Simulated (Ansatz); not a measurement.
# AlN (aluminium nitride): the cost of one run

Computed with Ansatz 0.2.0 (DFT r2SCAN, scalar-relativistic, plane waves, PAW, unless a step's input says otherwise).

### 1 The structure to begin with

It takes space group P6_3mc (No. 186, hexagonal). The conventional cell has a = 3.112 Å, b = 3.112 Å, c = 4.980 Å, α = 90.00°, β = 90.00°, γ = 120.00°. Around Al (site symmetry 3m) lie 4 N at 1.89 to 1.90 Å. N (site symmetry 3m) is surrounded by 4 Al at 1.89 to 1.90 Å.

Structure file:

```cif
data_structure
_symmetry_space_group_name_H-M 'P6_3mc'
_symmetry_Int_Tables_number 186
_cell_length_a 3.1120
_cell_length_b 3.1120
_cell_length_c 4.9800
_cell_angle_alpha 90.000
_cell_angle_beta 90.000
_cell_angle_gamma 120.000
_cell_volume 41.77
loop_
_atom_site_label
_atom_site_type_symbol
_atom_site_symmetry_multiplicity
_atom_site_Wyckoff_symbol
_atom_site_fract_x
_atom_site_fract_y
_atom_site_fract_z
_atom_site_occupancy
Al1 Al 2 b 0.33333 0.66667 0.00000 1
N1 N 2 b 0.33333 0.66667 0.38180 1
```

### 2 Relaxing cell and atoms: AlN (aluminium nitride), no spin

input.yaml

```yaml
crystal:
  lattice:
    - [3.112, 0.0, 0.0]
    - [-1.556, 2.6950710566, 0.0]
    - [0.0, 0.0, 4.98]
  atoms:
    - { symbol: Al, position: [0.3333333333, 0.6666666667, 0.0] }
    - { symbol: Al, position: [0.6666666667, 0.3333333333, 0.5] }
    - { symbol: "N", position: [0.3333333333, 0.6666666667, 0.3818] }
    - { symbol: "N", position: [0.6666666667, 0.3333333333, 0.8818] }
scf:
  occupations: { method: fixed }
output:
  forces: true
  stress: true
  eigenvalues: true
  write_density: true
  write_potential: true
  elf: true
  volumetric_format: npy
hamiltonian:
  xc: r2scan
kpoints:
  mp_grid: { grid: [10, 10, 6] }
basis:
  ecutwfc: 600
relax:
  f_tol: 0.002
  max_steps: 60
  cell: { stress_tol: 0.01 }
```

Launch:

```console
ansatz run input.yaml --threads 4 --pin off --max-ram 8192MiB --backend cpu --events-out ev --progress --plain --runs-dir out
```

Q: Estimate wall time and peak memory on 4 threads of Arm Neoverse N1, shared host.

About 23 s, with a peak of 0.49 GiB.
